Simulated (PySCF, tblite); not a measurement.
# GeH4S, a small molecule taken as a stand-in for a surface group (germyl): NMR shifts, core binding energies and electronic excitations

What NMR shifts, core binding energies and electronic excitations should one expect for `[SH][GeH3]`?

Computed with tblite 0.8.0 and PySCF 2.14.0; each step states its level. No surroundings beyond the atoms listed, unless a continuum is named. Atoms count from 0, parts from 1.

## 1. The system as given

6 atoms, charge 0, multiplicity 1; geometry: distance geometry start.

## 2. Relaxing the cluster with GFN2-xTB

Job settings and geometry (Å):

```
{"job": {"kind": "relax", "xc": "GFN2-xTB", "basis": "xTB"}, "charge": 0, "multiplicity": 1}
Ge    -1.392460     0.047170     0.111201
S     -0.227384     1.565692    -1.066252
H     -0.988715     0.090477     1.558653
H     -2.885126     0.351293     0.004913
H     -1.134863    -1.343099    -0.469232
H      0.828357     1.287540    -1.870073
```

Level: GFN2-xTB geometry optimisation, gas phase.

The run is started by

```
> OMP_NUM_THREADS=1 python cluster_run.py task.json out
```

This one command runs all jobs of the session in turn.

The program printed:

```text
step      E/eV     max force
  0    -196.24843    1.083
  1    -196.28981    1.041
  2    -196.44459    1.501
  3    -196.49686    1.244
  4    -196.58374    0.389
  5    -196.59288    0.412
  6    -196.60412    0.424
  7    -196.61671    0.370
  8    -196.63328    0.413
  9    -196.64499    0.296
 10    -196.65208    0.216
 11    -196.65535    0.189
 12    -196.65782    0.163
 13    -196.66024    0.133
 14    -196.66229    0.163
 15    -196.66418    0.152
 16    -196.66611    0.151
 17    -196.66796    0.133
 18    -196.66925    0.096
 19    -196.66976    0.043
 20    -196.66988    0.031
 21    -196.66994    0.035
 22    -196.67008    0.048
 23    -196.67035    0.069
 24    -196.67090    0.094
 25    -196.67175    0.113
 26    -196.67283    0.105
 27    -196.67402    0.093
 28    -196.67497    0.107
 29    -196.67627    0.125
 30    -196.67905    0.171
 31    -196.68242    0.256
 32    -196.66332    0.806
 33    -196.68507    0.120
 34    -196.68605    0.099
 35    -196.68725    0.054
 36    -196.68741    0.045
 37    -196.68757    0.043
 38    -196.68779    0.051
 39    -196.68801    0.044
 40    -196.68818    0.037
 41    -196.68824    0.019
 42    -196.68826    0.013
 43    -196.68827    0.011
 44    -196.68830    0.014
 45    -196.68832    0.014
 46    -196.68833    0.008
```

Wall time 0.3 s (1 thread of Intel Xeon Platinum 8488C, shared host).

The steps of the relaxation: (not every step is listed) (the energy doesn't fall at every step)

```csv
step,energy from step 0 (eV),largest force (eV/Å)
0,0.0000,1.0829
1,-0.0414,1.0412
2,-0.1962,1.5013
3,-0.2484,1.2435
4,-0.3353,0.3892
5,-0.3444,0.4119
6,-0.3557,0.4244
7,-0.3683,0.3700
8,-0.3849,0.4128
11,-0.4069,0.1893
14,-0.4139,0.1626
17,-0.4195,0.1330
20,-0.4214,0.0302
23,-0.4219,0.0687
26,-0.4244,0.1052
29,-0.4278,0.1250
32,-0.4149,0.8056
35,-0.4388,0.0546
38,-0.4394,0.0513
41,-0.4398,0.0187
42,-0.4398,0.0126
43,-0.4398,0.0110
44,-0.4399,0.0143
45,-0.4399,0.0145
46,-0.4399,0.0077
```

Distances of close pairs at the start and the end, largest changes first:

```csv
bond,before (Å),after (Å),change (Å)
Ge0–S1,2.247,2.194,-0.053
Ge0–H3,1.527,1.492,-0.035
S1–H5,1.356,1.327,-0.028
Ge0–H4,1.528,1.501,-0.027
Ge0–H2,1.503,1.501,-0.003
```

## 3. Optimising the geometry at PBE0-D3(BJ)/def2-SVP

Job settings and geometry (Å):

```
{"job": {"xc": "PBE0", "basis": "def2-SVP", "d3": "d3bj", "grid": 2, "kind": "geom", "shake": 0.01}, "charge": 0, "multiplicity": 1}
Ge    -0.376145    -0.276329     0.275595
S      0.502050     1.259962    -1.034357
H      0.202939    -0.215748     1.629120
H     -1.818423     0.068776     0.364372
H     -0.216544    -1.631382    -0.315697
H      1.727165     0.762716    -0.942124
```

The program printed:

```text
step   0  E = -2476.81692581  max force = 0.022675
step   1  E = -2476.82071989  max force = 0.004219
step   2  E = -2476.82091679  max force = 0.000272
step   3  E = -2476.82091780  max force = 0.000060
optimisation converged
```

Run time: 7.2 s. Hardware: 1 thread of Intel Xeon Platinum 8488C, shared host; peak memory 0.36 GiB.

Relaxation path:

```csv
step,energy from step 0 (eV),largest force component (eV/Å)
0,0.0000,1.1660
1,-0.1032,0.2169
2,-0.1086,0.0140
3,-0.1086,0.0031
```

Close pairs (by a distance rule), those that changed most:

```csv
bond,before (Å),after (Å),change (Å)
Ge0–H2,1.473,1.539,+0.066
Ge0–H4,1.487,1.539,+0.052
Ge0–H3,1.486,1.535,+0.049
Ge0–S1,2.202,2.230,+0.028
S1–H5,1.325,1.351,+0.026
```

The next job starts from the end point, and lists it.

```csv
at the end point,value
point group (found at 0.08 Å tolerance),Cs
"rotational constants (GHz, main isotopes)","61.853, 4.173, 4.112"
dipole moment (D),1.39
```

## 4. Nuclear shieldings: PBE0/pcSseg-2

Job settings and geometry (Å):

```
{"job": {"kind": "nmr", "xc": "PBE0", "basis": "pcSseg-2"}, "charge": 0, "multiplicity": 1}
Ge    -0.393025    -0.263695     0.279769
S      0.508189     1.279324    -1.054363
H      0.240890    -0.209341     1.681321
H     -1.881932     0.102263     0.350854
H     -0.212582    -1.670645    -0.317532
H      1.760466     0.780550    -0.964617
```

Level: GIAO PBE0/pcSseg-2 NMR shielding, non-relativistic, gas phase.

The program printed:

```text
coarse grid: 23624 points
cycle   1  E = -2477.2121002393  dE = -7.559e-01  |g| = 1.029e+00  |ddm| = 1.704e+00
cycle   2  E = -2477.1721820742  dE =  3.992e-02  |g| = 1.186e+00  |ddm| = 6.721e-01
cycle   3  E = -2477.2672566530  dE = -9.507e-02  |g| = 9.940e-02  |ddm| = 4.291e-01
cycle   4  E = -2477.2681154765  dE = -8.588e-04  |g| = 1.541e-02  |ddm| = 5.372e-02
cycle   5  E = -2477.2681798549  dE = -6.438e-05  |g| = 3.248e-03  |ddm| = 1.669e-02
cycle   6  E = -2477.2681824035  dE = -2.549e-06  |g| = 3.588e-04  |ddm| = 2.680e-03
final grid: 46272 points
cycle   7  E = -2477.2681866600  dE = -2.597e-08  |g| = 2.919e-04  |ddm| = 8.080e-04
cycle   8  E = -2477.2681866553  dE =  4.659e-09  |g| = 3.286e-04  |ddm| = 6.151e-04
cycle   9  E = -2477.2681866859  dE = -3.063e-08  |g| = 5.409e-05  |ddm| = 3.290e-04
cycle  10  E = -2477.2681866862  dE = -2.265e-10  |g| = 6.572e-06  |ddm| = 1.925e-05
converged SCF energy = -2477.2681866862

GIAO shielding tensors (ppm)
atom      isotropic    diamagn.    paramagn.     s11        s22        s33       span
  0 Ge    1504.926    2755.778   -1250.852   1387.792   1494.263   1632.722    244.930
  1 S      765.042    1055.846    -290.804    652.229    710.269    932.629    280.400
  2 H       26.429      28.434      -2.005     19.644     21.926     37.718     18.073
  3 H       26.719      28.197      -1.479     20.533     21.973     37.649     17.116
  4 H       26.428      28.432      -2.003     19.634     21.927     37.724     18.090
  5 H       31.251      29.795       1.455     22.682     27.916     43.154     20.472
```

Run time: 12 s. Hardware: 1 thread of Intel Xeon Platinum 8488C, shared host; peak memory 0.75 GiB.

The references, computed at this level on geometries of the same kind, shield at (ppm): $^{1}$H TMS 31.25, $^{33}$S CS2 503, $^{73}$Ge GeMe4 1337. Their shielding less the atom's gives the shift. The references are single molecules in the gas phase. Atoms listed in one row are averaged.

```csv
atoms,environment,σ (ppm),δ (ppm)
"H2, H4",hydrogen on a germanium bonded to S,26.43,4.82
H3,hydrogen on a germanium bonded to S,26.72,4.53
H5,hydrogen on a sulfur bonded to Ge,31.25,-0.01
Ge0,"germanium bonded to S, 3 H",1505,-168
S1,"sulfur bonded to Ge, H",765,-262
```

The run also stored atomic charges by several schemes (e):

```csv
atoms,Mulliken,IAO,Hirshfeld,ESP fit
Ge0,0.27,0.44,0.29,0.16
S1,-0.18,-0.30,-0.15,-0.31
```

Mayer bond orders: Ge0–S1 1.09.

Orbitals, density, ELF and potential are computed afterwards from the orbital file.

Frontier orbitals at PBE0/pcSseg-2, with the share of their density that lies nearest to each atom:

```csv
orbital,energy (eV),lies on
HOMO,-7.35,S1 78 %; H5 10 %
LUMO,-0.22,"S1 28 %; Ge0 20 %; H2, H4 about 17 % each"
```

ELF in a plane through or near 4 of the atoms.

Ten even steps from ' ' (0.00) to '@' (1.00):
```
                                                        
                                                        
                                                        
            ..::----::..        --****==::              
          ::==**####**==..    ::@@@@@@@@@@--            
        ..==**%%@@%%%%**--....++@@@@@@@@@@%%::          
        ::==##%%%%==++**==::::**@@@@@@@@@@@@==          
        ..==****::##----##++::==%%@@@@@@@@@@==          
        ..--++++::##--==%%==::--..==%%@@@@**::          
        ::==##@@%%====##**::**++**::--==--..            
        --##@@@@@@%%++++==..##++**::::::..              
        ++%%@@@@@@%%==::::::::--....::..                
        --##@@@@@@++..  ..::::------::                  
          ::++**++..      ..::::::....                  
              ::..          ......                      
                                                        
                                                        
                                                        
                                                        
                                                        
```
The map spans 9.4 Å across and 7.7 Å up, centred on the molecule. Atoms in the plane (x, y in Å): Ge0 (0.6, 0.0), S1 (-1.5, 0.8), H3 (1.5, 1.2), H5 (-2.1, -0.4).

log10 of the density (e/Å³) in the same plane.

Ten even steps from '0' (-4.0) to '9' (2.2):
```
0000000000000000000000000000
0000001111111000111000000000
0000111222221111111110000000
0001122333332222233221100000
0011233444443333444332210000
0012344556554444555443210000
0012345566665445566543221000
0012345679866555666543321000
0012345668866667666543221000
0012345666666689865443210000
0012345666655689865443210000
0012345665555567655432110000
0011334454444455554332100000
0001223333333444444321100000
0000122222223334433221000000
0000001111112223322210000000
0000000000001111111100000000
0000000000000000000000000000
0000000000000000000000000000
0000000000000000000000000000
```
The map spans 9.4 Å across and 7.7 Å up, centred on the molecule. Atoms in the plane (x, y in Å): Ge0 (0.6, 0.0), S1 (-1.5, 0.8), H3 (1.5, 1.2), H5 (-2.1, -0.4).

On the surface of density 0.002 e/bohr³ the electrostatic potential runs, from the 1st to the 99th percentile, from -0.85 V near S1 to 1.40 V near H5.

## 5. Core holes by ΔSCF: SCAN, X2C

The job, as its differences from that of step 4:

```diff
@@ -1,2 +1,2 @@
-{"job": {"kind": "nmr", "xc": "PBE0", "basis": "pcSseg-2"}, "charge": 0, "multiplicity": 1}
+{"job": {"kind": "xps", "holes": 5}, "charge": 0, "multiplicity": 1}
 Ge    -0.393025    -0.263695     0.279769
```

With the program's defaults for keys left out, this is: delta-SCF UKS SCAN, pcX-2 on the ionised atom, pcseg-1 elsewhere, spin-free X2C.

The program printed:

```text
ground state, core basis on atom 1 (S), 107 functions
  cycle   1  E = -2495.68839583  |g| = 2.55e-01
  cycle   2  E = -2495.67354497  |g| = 3.29e-01
  cycle   3  E = -2495.70458271  |g| = 4.27e-02
  cycle   4  E = -2495.70509550  |g| = 1.21e-02
  cycle   5  E = -2495.70513425  |g| = 3.59e-03
  cycle   6  E = -2495.70513717  |g| = 9.15e-04
  cycle   7  E = -2495.70513952  |g| = 2.48e-04
  E(ground) = -2495.83516449 Eh
hole in S 2p of atom 1
  cycle   1  E = -2489.02559339  |g| = 1.52e+00
  cycle   2  E = -2489.01828762  |g| = 1.20e+00
  cycle   3  E = -2489.43617659  |g| = 2.22e-01
  cycle   4  E = -2489.46066246  |g| = 8.20e-02
  cycle   5  E = -2489.46440307  |g| = 2.61e-02
  cycle   6  E = -2489.46473625  |g| = 7.74e-03
  cycle   7  E = -2489.46477742  |g| = 9.15e-04
  cycle   8  E = -2489.46477794  |g| = 3.42e-04
  E(ion) = -2489.60208022 Eh   <S^2> = 0.7529   hole on atom = 1.001   binding energy = 169.611 eV
  2p3/2 = 169.374 eV   2p1/2 = 170.622 eV
```

Wall time 2.2 s (1 thread of Intel Xeon Platinum 8488C, shared host); peak memory 0.33 GiB.

Binding energies by hole, beside the orbital energy of the ground state; the difference holds orbital relaxation and, for a density functional, its self-interaction error:

```csv
hole,stands for,environment,ΔSCF (eV; 2p as the shell's mean),−ε (eV),⟨S²⟩
S2p on S1,S1,"sulfur bonded to Ge, H",169.79,158.1,0.753
```

With the spin-orbit splitting: S1 2p3/2 169.37, 2p1/2 170.62 eV. The table gives each 2p level as the mean over the whole 2p shell (two parts 2p3/2, one part 2p1/2), which differs a little from the single hole in the log.

## 6. Ultraviolet spectrum: CAM-B3LYP/def2-SVPD

The job, as its differences from that of step 5:

```diff
@@ -1,2 +1,2 @@
-{"job": {"kind": "xps", "holes": 5}, "charge": 0, "multiplicity": 1}
+{"job": {"kind": "uv", "xc": "CAM-B3LYP", "basis": "def2-SVPD", "nstates": 6, "ntriplets": 2, "ip": true}, "charge": 0, "multiplicity": 1}
 Ge    -0.393025    -0.263695     0.279769
```

Level: TDDFT CAM-B3LYP/def2-SVPD, vertical, gas phase, core orbitals frozen in the response.

The program printed:

```text
coarse grid: 23624 points
cycle   1  E = -2477.3216553311  dE = -7.150e-01  |g| = 4.391e-01  |ddm| = 2.343e+00
cycle   2  E = -2477.3267177585  dE = -5.062e-03  |g| = 4.531e-01  |ddm| = 7.227e-01
cycle   3  E = -2477.3545574593  dE = -2.784e-02  |g| = 1.645e-02  |ddm| = 3.811e-01
cycle   4  E = -2477.3546429351  dE = -8.548e-05  |g| = 8.173e-03  |ddm| = 4.207e-02
cycle   5  E = -2477.3546670609  dE = -2.413e-05  |g| = 1.560e-03  |ddm| = 1.486e-02
cycle   6  E = -2477.3546679590  dE = -8.980e-07  |g| = 4.216e-04  |ddm| = 3.342e-03
final grid: 46272 points
cycle   7  E = -2477.3546496912  dE = -5.442e-08  |g| = 3.110e-04  |ddm| = 1.351e-03
cycle   8  E = -2477.3546497035  dE = -1.230e-08  |g| = 2.443e-04  |ddm| = 6.998e-04
cycle   9  E = -2477.3546497162  dE = -1.278e-08  |g| = 1.965e-05  |ddm| = 3.169e-04
cycle  10  E = -2477.3546497164  dE = -1.201e-10  |g| = 7.132e-06  |ddm| = 2.528e-05
converged SCF energy = -2477.3546497164

Static polarisability (au): isotropic 55.073, principal 49.693 49.733 65.792

Singlet excitations
state   eV       nm        f      main configurations
  1   5.6719    218.6   0.01567   H->L 0.84
  2   5.8775    210.9   0.01697   H->L+1 0.87
  3   7.2877    170.1   0.00010   H->L+3 0.46, H->L+5 0.16, H->L+6 0.12
  4   7.3379    169.0   0.00049   H->L+2 0.68, H->L+3 0.20
  5   7.5062    165.2   0.00272   H->L+4 0.74, H-1->L 0.18
  6   7.8298    158.3   0.10966   H-1->L+1 0.81, H-1->L 0.09

Triplet excitations (Tamm-Dancoff, eV): 5.2321 5.4688
Vertical ionisation energy (delta-SCF) = 9.7130 eV
```

Run time: 7.5 s. Hardware: 1 thread of Intel Xeon Platinum 8488C, shared host; peak memory 0.44 GiB.

The orbitals next to the gap, with their largest atomic shares:

```csv
orbital,eV,atoms
HOMO−3,-11.58,"Ge0 42 %, H4 23 %, H2 22 %"
HOMO−2,-11.24,"Ge0 39 %, H3 34 %, S1 11 %"
HOMO−1,-10.48,"S1 62 %, Ge0 21 %, H2 5 %"
HOMO,-8.66,"S1 76 %, Ge0 11 %, H5 6 %"
LUMO,0.45,"Ge0 35 %, S1 33 %, H2 11 %"
LUMO+1,0.63,"S1 36 %, Ge0 35 %, H5 13 %"
LUMO+2,1.86,"S1 38 %, Ge0 36 %, H2 8 %"
```

With each of the 6 states as a Gaussian band of 0.4 eV half-width at 1/e, the curve within the window shown has maxima at 215 nm (ε 1,200), 159 nm (ε 4,500) L/(mol cm). Beyond the last state computed it falls off for lack of states. The curve at chosen wavelengths:

```
 nm  ε (L/mol/cm)
153          2540
157          4250
160          4429
164          3155
168          1539
171           735
175           224
178            83
182            23
186            17
189            37
193           111
197           264
200           439
204           725
208          1005
211          1158
215          1237
219          1165
222          1034
226           805
229           627
233           416
237           255
240           169
244            92
```

Further results of this job:

```csv
property,computed
dipole moment (D),1.38
polarisability (Å³),8.16
HOMO–LUMO gap (eV),9.11
−ε(HOMO) (eV),8.66
```

## 7. What came out

```
                                                                   quantity                        value
                                                                point group                           Cs
                                       rotational constants (main isotopes)        61.85, 4.17, 4.11 GHz
$^{1}$H shifts against TMS (PBE0/pcSseg-2, means over atoms taken as alike)        4.82, 4.53, -0.01 ppm
                             $^{73}$Ge shifts against GeMe4 (PBE0/pcSseg-2)                     -168 ppm
                                $^{33}$S shifts against CS2 (PBE0/pcSseg-2)                     -262 ppm
                                      surface potential, 1st and 99th percentile           -0.85 V and 1.40 V
                                           S2p binding energies, SCAN/pcX-2                 S1 169.79 eV
                                       lowest singlet (CAM-B3LYP/def2-SVPD)  5.67 eV (219 nm), f = 0.016
                                   brightest single state of those computed  state 6, 7.83 eV, f = 0.110
                                                             lowest triplet                      5.23 eV
                                          vertical ionisation energy (ΔSCF)                      9.71 eV
```

**Reading.** Relaxing lowered the energy by 0.109 eV in 3 steps; the close pair that moved most is Ge0–H2, from 1.473 to 1.539 Å (PBE0/def2-SVP). At PBE0/pcSseg-2: The widest tensor belongs to S1: span 280 ppm, with a paramagnetic part of -291 ppm. The first singlet state (HOMO→LUMO 0.84) lies at 5.67 eV and is weak; of the 6 states computed, the strongest absorption comes from state 6 at 7.83 eV (the last computed, so partners may be missing). The lowest triplet lies 0.44 eV below the lowest singlet (triplets in Tamm-Dancoff, singlets in full TDDFT). ΔSCF puts the ionisation energy at 9.71 eV, 1.05 eV above −ε(HOMO). Spin-orbit coupling is left out, which matters for shieldings and couplings at and beside the heavy atoms.
